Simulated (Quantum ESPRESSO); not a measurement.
Write the native input for Quantum ESPRESSO 7.5 that does the following.

* Task: relaxation of the atoms
* Functional: PBE
* Potentials or basis: SSSP 1.3 efficiency PBE
* Cutoff: 748 eV
* Density cutoff: 5987 eV
* k mesh: 18 × 18 × 1
* Occupations: cold, width 0.1 eV
* Spin: no spin polarisation
* Mixing beta: 0.5
* Most SCF iterations: 120
* SCF threshold: 4e-10 Ry
* Most ionic steps: 40
* Forc conv thr: 0.0004 Ry/bohr
* Etot conv thr: 1e-05 Ry
* Ion dynamics: bfgs

C, a sheet with vacuum:

```
C
1.0
     2.55944    0.00000    0.00000
    -1.27972    2.08866    0.00000
     0.00000    0.00000   16.00000
C
2
Direct
  0.00000 0.00000 0.50000
  0.33333 0.66667 0.50000
```

The cell was built by a generator and needn't be a form met in nature.

These files were run (other wordings do the same):

pw.in

```
&CONTROL
  calculation = 'relax'
  prefix = 'pwscf'
  outdir = './tmp'
  pseudo_dir = './pseudo'
  tprnfor = .true.
  disk_io = 'low'
  nstep = 40
  forc_conv_thr = 0.0004
  etot_conv_thr = 1d-05
/
&SYSTEM
  ibrav = 0
  nat = 2
  ntyp = 1
  ecutwfc = 55
  ecutrho = 440
  nbnd = 9
  occupations = 'smearing'
  smearing = 'mv'
  degauss = 0.00734986
/
&ELECTRONS
  conv_thr = 4d-10
  electron_maxstep = 120
  mixing_beta = 0.5
/
&IONS
  ion_dynamics = 'bfgs'
/
ATOMIC_SPECIES
C     12.0110 C.pbe-n-kjpaw_psl.1.0.0.UPF
CELL_PARAMETERS angstrom
   2.5594400000    0.0000000000    0.0000000000
  -1.2797200000    2.0886627483    0.0000000000
   0.0000000000    0.0000000000   16.0000000000
ATOMIC_POSITIONS crystal
C      0.0000000000    0.0000000000    0.5000000000
C      0.3333333333    0.6666666667    0.5000000000
K_POINTS automatic
18 18 1 0 0 0
```

Potentials or basis: SSSP 1.3 efficiency PBE.

Run with:

```bash
$ OMP_NUM_THREADS=1 pw.x -in pw.in > pw.out
```

Results of the run:

```json
{
  "Energy gained by relaxing": "1.9 meV/atom",
  "Ionic steps": "4",
  "Band gap on the k mesh": "0.63 eV, direct"
}
```

Caveat: this smearing can shift energies of a crystal with a gap.

It took 55 s on 1 thread of AMD EPYC 9R45 96-Core Processor (Zen 5), on a shared host, peak memory 0.18 GiB.
